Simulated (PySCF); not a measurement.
# InCNClF (SMILES N#[C][In]([F])[Cl]) at 3 levels

Wanted: a comparison of 3 runs (M06-2X/STO-3G, BP86/def2-SVP, PBE0/def2-TZVP) of InCNClF. 

Program for the calculation: PySCF 2.14.0.

### Step 1. The system as given

The species is InCNClF (5 atoms), meant as a singlet with charge 0. As SMILES, `N#[C][In]([F])[Cl]`. The coordinates come from a PBE0-D4/def2-TZVP relaxation.

Bond lengths: N1–C2 1.152 Å, C2–In3 2.082 Å, In3–F4 1.924 Å, In3–Cl5 2.280 Å. Angles: N1–C2–In3 178.9°, C2–In3–F4 118.2°, C2–In3–Cl5 125.8°, F4–In3–Cl5 115.9°.

### Step 2. Energy and gradient at M06-2X/STO-3G (run 1)

The input, calc.py:

```python
# N#[C][In]([F])[Cl]
import pyscf.grad
from pyscf import gto, dft

molecule = gto.M(
    atom='''
N   -1.392600   1.451400   1.648800
C   -0.781900   0.784400   0.934900
In   0.330400  -0.389600  -0.376400
F    0.434400  -2.280900  -0.039700
Cl   1.459700   0.361000  -2.209100
''',
    verbose=4,
    max_memory=1860,
    basis='sto-3g',
)

mf = dft.RKS(molecule, xc='m06-2x')
mf.conv_tol = 1e-10
mf.grids.level = 5
mf.kernel()
if not mf.converged:
    mf = mf.newton().run(mf.mo_coeff, mf.mo_occ)

e_tot = mf.e_tot
print('Final energy', e_tot)
grad = mf.Gradients().kernel()
mf.analyze()
```

Run with:

```
$ OMP_NUM_THREADS=1 python calc.py
```

The log of the run:

```text
PySCF version 2.14.0

[INPUT] num. atoms = 5
[INPUT] num. electrons = 88
[INPUT] charge = 0
[INPUT] spin (= nelec alpha-beta = 2S) = 0
[INPUT] symmetry False subgroup None
[INPUT] Mole.unit = angstrom
[INPUT] Symbol           X                Y                Z      unit          X                Y                Z       unit  Magmom
[INPUT]  1 N     -1.392600000000   1.451400000000   1.648800000000 AA   -2.631632601069   2.742748497194   3.115780434183 Bohr   0.0
[INPUT]  2 C     -0.781900000000   0.784400000000   0.934900000000 AA   -1.477576856797   1.482301172109   1.766704953856 Bohr   0.0
[INPUT]  3 In     0.330400000000  -0.389600000000  -0.376400000000 AA    0.624365511556  -0.736237298131  -0.711292913286 Bohr   0.0
[INPUT]  4 F      0.434400000000  -2.280900000000  -0.039700000000 AA    0.820897028511  -4.310276317520  -0.075022127145 Bohr   0.0
[INPUT]  5 Cl     1.459700000000   0.361000000000  -2.209100000000 AA    2.758433224028   0.682191130968  -4.174593981777 Bohr   0.0

[... 80 lines left out ...]
One-electron Energy =                -9817.066969887609957
[... 7 lines left out ...]
MO #3   energy= -136.020885396031  occ= 2
[... 5 lines left out ...]
MO #9   energy= -23.7324149091478  occ= 2
[... 5 lines left out ...]
MO #15  energy= -16.0054675446409  occ= 2
[... 5 lines left out ...]
MO #21  energy= -7.25550115176144  occ= 2
[... 5 lines left out ...]
MO #27  energy= -1.16871710786259  occ= 2
[... 5 lines left out ...]
MO #33  energy= -0.477303125736844 occ= 2
[... 5 lines left out ...]
MO #39  energy= -0.334114988159056 occ= 2
[... 5 lines left out ...]
MO #45  energy= 0.0517889569466012 occ= 0
[... 5 lines left out ...]
MO #51  energy= 0.973190141929246  occ= 0
[... 20 lines left out ...]
pop of  2 In 3px          1.99996
pop of  2 In 3py          1.99996
pop of  2 In 3pz          1.99995
pop of  2 In 4px          1.99817
pop of  2 In 4py          1.99898
pop of  2 In 4pz          1.99857
pop of  2 In 5px          0.40253
pop of  2 In 5py          0.57723
pop of  2 In 5pz          0.50723
pop of  2 In 3dxy         1.99999
pop of  2 In 3dyz         1.99998
pop of  2 In 3dz^2        1.99999
pop of  2 In 3dxz         1.99997
pop of  2 In 3dx2-y2      1.99999
pop of  2 In 4dxy         1.98679
pop of  2 In 4dyz         1.98259
pop of  2 In 4dz^2        1.98686
pop of  2 In 4dxz         1.95027
pop of  2 In 4dx2-y2      1.97795
pop of  3 F 1s            1.99997
pop of  3 F 2s            1.90918
pop of  3 F 2px           1.86894
pop of  3 F 2py           1.48864
pop of  3 F 2pz           1.88938
pop of  4 Cl 1s           2.00000
pop of  4 Cl 2s           1.99982
pop of  4 Cl 3s           1.91840
pop of  4 Cl 2px          1.99987
pop of  4 Cl 2py          1.99993
pop of  4 Cl 2pz          1.99973
pop of  4 Cl 3px          1.80930
pop of  4 Cl 3py          1.91322
pop of  4 Cl 3pz          1.64020
 ** Mulliken atomic charges  **
charge of    0N =     -0.12060
charge of    1C =     -0.14550
charge of    2In =      0.70269
charge of    3F =     -0.15611
charge of    4Cl =     -0.28048
Dipole moment(X, Y, Z, Debye):  0.44522, -2.05429, -0.11505
```

Wall time 33 s (1 thread of Intel Xeon at 2.70GHz, shared host); peak memory 0.54 GiB.

### Step 3. Energy and forces at BP86/def2-SVP (core potential) (run 2)

The input, run.py:

```python
from pyscf import gto, dft

system = gto.M(
    atom=[
    ('N', (-1.392600, 1.451400, 1.648800)),
    ('C', (-0.781900, 0.784400, 0.934900)),
    ('In', (0.330400, -0.389600, -0.376400)),
    ('F', (0.434400, -2.280900, -0.039700)),
    ('Cl', (1.459700, 0.361000, -2.209100)),
],
    verbose=3,
    ecp={'In': 'def2-svp'},
    basis='def2-svp',
    max_memory=1860,
    charge=0,
    spin=0,
)

mf = dft.RKS(system)
mf.xc = 'bp86'
mf.conv_tol = 1e-10
mf.grids.level = 5
mf.kernel()
if not mf.converged:
    mf = mf.newton().run(mf.mo_coeff, mf.mo_occ)

e_tot = mf.e_tot
print('Final energy', e_tot)
grad = mf.nuc_grad_method().kernel()
mf.analyze()
```

Run with:

```
$ OMP_NUM_THREADS=1 python run.py
```

The log of the run:

```text
converged SCF energy = -842.937369369982
[... 15 lines left out ...]
MO #6   energy= -7.03620493450339  occ= 2
[... 7 lines left out ...]
MO #14  energy= -0.843267218890954 occ= 2
[... 7 lines left out ...]
MO #22  energy= -0.397490028128465 occ= 2
[... 7 lines left out ...]
MO #30  energy= -0.305616792367533 occ= 2
[... 7 lines left out ...]
MO #38  energy= 0.129288086192957  occ= 0
[... 7 lines left out ...]
MO #46  energy= 0.453835262968851  occ= 0
[... 7 lines left out ...]
MO #54  energy= 0.722476281895396  occ= 0
[... 7 lines left out ...]
MO #62  energy= 1.10558333798391   occ= 0
[... 7 lines left out ...]
MO #70  energy= 1.5899313412967    occ= 0
[... 7 lines left out ...]
MO #78  energy= 2.99820239275179   occ= 0
[... 7 lines left out ...]
MO #86  energy= 61.1752412283797   occ= 0
[... 6 lines left out ...]
Dipole moment(X, Y, Z, Debye):  0.81646, -0.01626, -1.17953
```

Wall time 36 s (1 thread of Intel Xeon at 2.70GHz, shared host); peak memory 0.84 GiB.

### Step 4. Energy and forces at PBE0/def2-TZVP (core potential) (run 3)

The input, run.py:

```python
from pyscf import gto, dft

mol = gto.M(
    atom='''
N     -1.392600     1.451400     1.648800
C     -0.781900     0.784400     0.934900
In     0.330400    -0.389600    -0.376400
F      0.434400    -2.280900    -0.039700
Cl     1.459700     0.361000    -2.209100
''',
    basis='def2-tzvp',
    max_memory=1860,
    verbose=4,
    ecp={'In': 'def2-svp'},
)

calc0 = dft.RKS(mol, xc='pbe0')
calc0.grids.level = 5
calc0.conv_tol = 1e-10
calc0.kernel()
if not calc0.converged:
    calc0 = calc0.newton().run(calc0.mo_coeff, calc0.mo_occ)

e_final = calc0.e_tot
print('E = %.10f Eh' % e_final)
grad = calc0.nuc_grad_method().kernel()
calc0.analyze()
```

Run with:

```
$ OMP_NUM_THREADS=1 python run.py
```

The log of the run:

```text
PySCF version 2.14.0

[INPUT] num. atoms = 5
[INPUT] num. electrons = 60
[INPUT] charge = 0
[INPUT] spin (= nelec alpha-beta = 2S) = 0
[INPUT] symmetry False subgroup None
[INPUT] Mole.unit = angstrom
[INPUT] Symbol           X                Y                Z      unit          X                Y                Z       unit  Magmom
[INPUT]  1 N     -1.392600000000   1.451400000000   1.648800000000 AA   -2.631632601069   2.742748497194   3.115780434183 Bohr   0.0
[INPUT]  2 C     -0.781900000000   0.784400000000   0.934900000000 AA   -1.477576856797   1.482301172109   1.766704953856 Bohr   0.0
[INPUT]  3 In     0.330400000000  -0.389600000000  -0.376400000000 AA    0.624365511556  -0.736237298131  -0.711292913286 Bohr   0.0
[INPUT]  4 F      0.434400000000  -2.280900000000  -0.039700000000 AA    0.820897028511  -4.310276317520  -0.075022127145 Bohr   0.0
[INPUT]  5 Cl     1.459700000000   0.361000000000  -2.209100000000 AA    2.758433224028   0.682191130968  -4.174593981777 Bohr   0.0

[... 91 lines left out ...]
MO #4   energy= -10.2815809955382  occ= 2
[... 15 lines left out ...]
MO #20  energy= -0.82335450039337  occ= 2
[... 15 lines left out ...]
MO #36  energy= 0.0458831767559842 occ= 0
[... 15 lines left out ...]
MO #52  energy= 0.372541557608687  occ= 0
[... 15 lines left out ...]
MO #68  energy= 0.692560150496576  occ= 0
[... 15 lines left out ...]
MO #84  energy= 1.20571738161637   occ= 0
[... 15 lines left out ...]
MO #100 energy= 1.88684585336362   occ= 0
[... 15 lines left out ...]
MO #116 energy= 2.24215455568378   occ= 0
[... 15 lines left out ...]
MO #132 energy= 2.97692524060247   occ= 0
[... 15 lines left out ...]
MO #148 energy= 4.46718257282488   occ= 0
[... 15 lines left out ...]
MO #164 energy= 8.32071846788996   occ= 0
[... 15 lines left out ...]
MO #180 energy= 125.282389634245   occ= 0
[... 149 lines left out ...]
pop of  4 Cl 5s           0.00027
pop of  4 Cl 2px          1.99993
pop of  4 Cl 2py          1.99994
pop of  4 Cl 2pz          1.99992
pop of  4 Cl 3px          1.90062
pop of  4 Cl 3py          1.94954
pop of  4 Cl 3pz          1.79012
pop of  4 Cl 4px          0.00224
pop of  4 Cl 4py          0.00159
pop of  4 Cl 4pz          0.00288
pop of  4 Cl 5px          0.00204
pop of  4 Cl 5py          0.00092
pop of  4 Cl 5pz          0.00529
pop of  4 Cl 6px          0.00039
pop of  4 Cl 6py          0.00025
pop of  4 Cl 6pz          0.00065
pop of  4 Cl 3dxy         0.00556
pop of  4 Cl 3dyz         0.01303
pop of  4 Cl 3dz^2        0.01307
pop of  4 Cl 3dxz         0.02041
pop of  4 Cl 3dx2-y2      0.00372
pop of  4 Cl 4dxy         0.00235
pop of  4 Cl 4dyz         0.00548
pop of  4 Cl 4dz^2        0.00471
pop of  4 Cl 4dxz         0.00788
pop of  4 Cl 4dx2-y2      0.00177
pop of  4 Cl 4f-3         0.00052
pop of  4 Cl 4f-2         0.00303
pop of  4 Cl 4f-1         0.00239
pop of  4 Cl 4f+0         0.00178
pop of  4 Cl 4f+1         0.00345
pop of  4 Cl 4f+2         0.00219
pop of  4 Cl 4f+3         0.00046
 ** Mulliken atomic charges  **
charge of    0N =     -0.16346
charge of    1C =     -0.69876
charge of    2In =      2.38655
charge of    3F =     -0.80203
charge of    4Cl =     -0.72231
Dipole moment(X, Y, Z, Debye):  0.86918,  0.03359, -1.26871
```

It took 2.2 min on 1 thread of Intel Xeon at 2.70GHz, shared host; peak memory 2.5 GiB.

### Step 5. All runs side by side

| run | level | core potential | energy (Eh) | dipole moment (D) | HOMO energy (eV) | LUMO energy (eV) | wall time |
| --- | --- | --- | --- | --- | --- | --- | --- |
| 1 | M06-2X/STO-3G | – | -6330.398456 | 2.11 | -7.73 | 1.41 | 33 s |
| 2 | BP86/def2-SVP (core potential) | def2-svp | -842.937369 | 1.43 | -8.32 | -3.56 | 36 s |
| 3 | PBE0/def2-TZVP (core potential) | def2-svp | -842.833626 | 1.54 | -9.89 | -2.72 | 2.2 min |

### Step 6. Results

```
                       quantity          value
            run 3: total energy  -842.83363 Eh
           run 3: dipole moment         1.54 D
             run 3: HOMO energy       -9.89 eV
             run 3: LUMO energy       -2.72 eV
           run 3: HOMO–LUMO gap        7.17 eV
run 3: largest force on an atom     0.013 eV/Å
```

The dipole moment (its size) runs from 1.43 D (BP86/def2-SVP) to 2.11 D (M06-2X/STO-3G). The two ends differ in method and basis and core potential. The HOMO–LUMO gap runs from 4.76 eV (BP86/def2-SVP) to 9.14 eV (M06-2X/STO-3G). Totals of different functionals can't be ranked against each other. Some runs of one species differ in core potentials or relativity; totals across that change don't compare. In run 1 the basis is minimal, so the values are rough. In run 1 relativity is left out where basis or elements ask for it. All runs together took 3.4 min, the longest 2.2 min.
